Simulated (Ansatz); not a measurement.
**The K+ ion: how energies converge with the basis set**

One table from this session's results is given with a row withheld; the runs are named, their logs left out.

Method: one geometry, several basis sets; program: Ansatz 0.2.0, Gaussian basis.

The runs, in order: PBE0/def2-SVP; ωB97M-V/def2-SVP; PBE0/def2-QZVPP; ωB97M-V/def2-QZVPP; the functionals' def2-TZVPP values are taken from earlier runs.

## The atom

SMILES `[K+]`, 1 atom, charge 1, spin multiplicity 1.

Set-up of the first run:

Contents of in.yaml:

```yaml
crystal:
  periodic: [false, false, false]
  atoms:
    - {symbol: K, position_ang: [0.000000, 0.000000, 0.000000]}
basis:
  gaussian: {orbitals: def2-SVP}
total_charge: 1
hamiltonian: {xc: pbe0}
output: {orbitals: {seedname: orbitals}}
```

Steps of the session up to this table: PBE0 in def2-SVP; ωB97M-V in def2-SVP; PBE0 in def2-QZVPP; ωB97M-V in def2-QZVPP.

One table of the session follows, with a row left open; its other results are not shown here.

It belongs to the step «Functionals by basis». 

```
functional       basis  HOMO (eV)  LUMO (eV)
      PBE0    def2-SVP     -27.21      -5.34
      PBE0  def2-TZVPP     -26.92      -5.46
      PBE0  def2-QZVPP     -26.94      -5.55
   ωB97M-V    def2-SVP          ?          ?
   ωB97M-V  def2-TZVPP     -29.36      -4.77
   ωB97M-V  def2-QZVPP     -29.39      -4.78
```

**Question.** Estimate the row for ωB97M-V, def2-SVP.

**Answer.** HOMO (eV): -29.60; LUMO (eV): -4.70. In the column «HOMO (eV)» it is the lowest.
